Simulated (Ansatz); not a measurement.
**CH₄OSeSi: one species, many methods**

The task here is to estimate one member of a computed series from the others.

Program: Ansatz 0.2.0, Gaussian basis. Level of theory: functionals in def2-TZVPP, the program's frozen cores in correlated methods. These are calculated values, not measurements.

The runs, in order: LDA (SPW92), PBE-D4, revPBE-D4, BLYP-D4, r2SCAN-D4, B97M-V, PBE0-D4, B3LYP-D4, r2SCANh-D4, r2SCAN0-D4, HSE06-D4, BHLYP-D4, CAM-B3LYP-D4, LC-ωPBE, ωB97X-V, ωB97M-V, B2PLYP, PBE-QIDH; CCSD(T)/def2-SVP; CCSD(T)/def2-TZVPP; MP2/def2-QZVPP; extrapolation to the limit; RPA on PBE.

**Structure used throughout**

An earlier PBE0-D4 in a triple-zeta def2 set relaxation fixed the geometry.

SMILES `OC1[SiH2][Se]1`, 8 atoms, charge 0, spin multiplicity 1.

Atoms are counted from 1 here; the program's logs count them from 0.

Bond lengths: O1–C2 1.372 Å, O1–H5 0.963 Å, C2–Si3 1.849 Å, C2–Se4 2.079 Å, C2–H6 1.088 Å, Si3–Se4 2.223 Å, Si3–H7 1.481 Å, Si3–H8 1.479 Å. Angles: C2–O1–H5 109.5°, O1–C2–Si3 119.1°, O1–C2–Se4 117.1°, O1–C2–H6 115.4°, Si3–C2–Se4 68.6°, Si3–C2–H6 119.9°, Se4–C2–H6 106.7°, C2–Si3–Se4 60.6°, C2–Si3–H7 118.9°, C2–Si3–H8 116.8°, Se4–Si3–H7 119.0°, Se4–Si3–H8 119.0°, H7–Si3–H8 113.0°, C2–Se4–Si3 50.8°.

Set-up of the first run:

The input, in.yaml:

```yaml
crystal:
  periodic: [false, false, false]
  atoms:
    - {symbol: O, position_ang: [-0.156179, 1.037066, -1.299687]}
    - {symbol: C, position_ang: [-0.531590, 0.223358, -0.261126]}
    - {symbol: Si, position_ang: [0.735042, -0.868936, 0.527585]}
    - {symbol: Se, position_ang: [-0.068321, 0.866395, 1.660804]}
    - {symbol: H, position_ang: [-0.758736, 1.785738, -1.355222]}
    - {symbol: H, position_ang: [-1.580796, -0.066105, -0.250009]}
    - {symbol: H, position_ang: [0.344524, -2.237487, 0.937732]}
    - {symbol: H, position_ang: [2.108256, -0.797129, -0.015874]}
basis:
  gaussian: {orbitals: def2-TZVPP}
hamiltonian: {xc: lda}
output: {orbitals: {seedname: orbitals}}
```

On the command line:

```console
> ansatz run in.yaml --threads 4 --pin off --events-out ev --progress --plain --max-ram 10444MiB
```

Steps of the session up to this table: LDA; PBE-D4 (GGA); revPBE-D4 (GGA); BLYP-D4 (GGA); r2SCAN-D4 (meta-GGA); B97M-V (meta-GGA); PBE0-D4 (hybrid); B3LYP-D4 (hybrid); r2SCANh-D4 (hybrid); r2SCAN0-D4 (hybrid); HSE06-D4 (hybrid); BHLYP-D4 (hybrid); CAM-B3LYP-D4 (range-separated); LC-ωPBE (range-separated); ωB97X-V (range-separated); ωB97M-V (range-separated); B2PLYP (double hybrid); PBE-QIDH (double hybrid).

One table of the session follows, with a row left open; its other results are not shown here.

It belongs to the step «Frontier levels by functional». 

| functional | HOMO (eV) | gap (eV) |
| --- | --- | --- |
| LDA (SPW92) | -5.72 | 4.12 |
| PBE-D4 | -5.58 | 4.19 |
| revPBE-D4 | ? | ? |
| BLYP-D4 | -5.40 | 4.13 |
| r2SCAN-D4 | -5.83 | 4.68 |
| B97M-V | -5.92 | 4.74 |
| PBE0-D4 | -6.71 | 6.14 |
| B3LYP-D4 | -6.46 | 5.68 |
| r2SCANh-D4 | -6.24 | 5.40 |
| r2SCAN0-D4 | -6.87 | 6.45 |
| HSE06-D4 | -6.31 | 5.37 |
| BHLYP-D4 | -7.65 | 7.96 |
| CAM-B3LYP-D4 | -7.96 | 8.38 |
| LC-ωPBE | -9.33 | 10.85 |
| ωB97X-V | -8.97 | 10.41 |
| ωB97M-V | -8.84 | 10.03 |

Estimate the missing values for revPBE-D4.

As computed: HOMO (eV): -5.53; gap (eV): 4.22. In the column «HOMO (eV)» it lies between PBE-D4 (-5.58) and BLYP-D4 (-5.40).
